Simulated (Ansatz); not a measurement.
# BClH9NSi3: basis-set convergence

The task here is to estimate one member of a computed series from the others.

Program: Ansatz 0.2.0, Gaussian basis. Level of theory: one geometry, several basis sets. These are calculated values, not measurements.

Plan: PBE0-D4/def2-SVP; ωB97M-V/def2-SVP; PBE0-D4/def2-QZVPP; ωB97M-V/def2-QZVPP; the functionals' def2-TZVPP values are taken from earlier runs.

### The geometry

An earlier PBE0-D4 in a triple-zeta def2 set relaxation fixed the geometry.

SMILES `BN([SiH2][SiH3])[SiH2]Cl`, 15 atoms, charge 0, spin multiplicity 1.

Atoms are counted from 1 here; the program's logs count them from 0.

Bond lengths: B1–N2 1.414 Å, B1–H7 1.200 Å, B1–H8 1.197 Å, N2–Si3 1.767 Å, N2–Si5 1.737 Å, Si3–Si4 2.346 Å, Si3–H9 1.484 Å, Si3–H10 1.489 Å, Si4–H11 1.487 Å, Si4–H12 1.489 Å, Si4–H13 1.486 Å, Si5–Cl6 2.055 Å, Si5–H14 1.475 Å, Si5–H15 1.481 Å. Angles: N2–B1–H7 119.1°, N2–B1–H8 120.1°, H7–B1–H8 120.8°, B1–N2–Si3 121.7°, B1–N2–Si5 118.3°, Si3–N2–Si5 119.9°, N2–Si3–Si4 111.8°, N2–Si3–H9 107.5°, N2–Si3–H10 108.8°, Si4–Si3–H9 110.7°, Si4–Si3–H10 108.9°, H9–Si3–H10 109.0°, Si3–Si4–H11 110.9°, Si3–Si4–H12 107.9°, Si3–Si4–H13 110.7°, H11–Si4–H12 108.8°, H11–Si4–H13 109.4°, H12–Si4–H13 109.2° and more.

Set-up of the first run:

in.yaml

```yaml
crystal:
  periodic: [false, false, false]
  atoms:
    - {symbol: B, position_ang: [-0.031808, 1.036248, -2.044067]}
    - {symbol: N, position_ang: [0.341985, 0.574612, -0.761300]}
    - {symbol: Si, position_ang: [0.505484, -1.148233, -0.404366]}
    - {symbol: Si, position_ang: [-0.876579, -1.802976, 1.374276]}
    - {symbol: Si, position_ang: [0.553749, 1.743934, 0.505212]}
    - {symbol: Cl, position_ang: [-1.226495, 2.068970, 1.478289]}
    - {symbol: H, position_ang: [-0.156234, 2.215191, -2.227394]}
    - {symbol: H, position_ang: [-0.219411, 0.255420, -2.931896]}
    - {symbol: H, position_ang: [0.160338, -1.894796, -1.639069]}
    - {symbol: H, position_ang: [1.922422, -1.432624, -0.044771]}
    - {symbol: H, position_ang: [-0.489693, -1.106423, 2.629337]}
    - {symbol: H, position_ang: [-0.708612, -3.269487, 1.569349]}
    - {symbol: H, position_ang: [-2.301296, -1.511613, 1.068268]}
    - {symbol: H, position_ang: [1.012663, 3.030099, -0.051712]}
    - {symbol: H, position_ang: [1.491686, 1.191077, 1.509043]}
basis:
  gaussian: {orbitals: def2-SVP}
hamiltonian: {xc: pbe0, dispersion: d4}
output: {orbitals: {seedname: orbitals}}
```

Run with:

```bash
$ ansatz run in.yaml --threads 4 --pin off --events-out ev --progress --plain --max-ram 11315MiB
```

Among the steps run: PBE0-D4 in def2-SVP; ωB97M-V in def2-SVP; PBE0-D4 in def2-QZVPP; ωB97M-V in def2-QZVPP.

One table of the session follows, with a row left open; its other results are not shown here.

It belongs to the step «Density functionals: the series». 

| functional | basis | HOMO (eV) |
| --- | --- | --- |
| PBE0-D4 | def2-SVP | ? |
| PBE0-D4 | def2-TZVPP | -8.10 |
| PBE0-D4 | def2-QZVPP | -8.10 |
| ωB97M-V | def2-SVP | -10.13 |
| ωB97M-V | def2-TZVPP | -10.16 |
| ωB97M-V | def2-QZVPP | -10.16 |

Estimate the missing values for PBE0-D4, def2-SVP.

The run gave: HOMO (eV): -8.11. In the column «HOMO (eV)» it lies between ωB97M-V, def2-SVP (-10.13) and PBE0-D4, def2-TZVPP (-8.10).
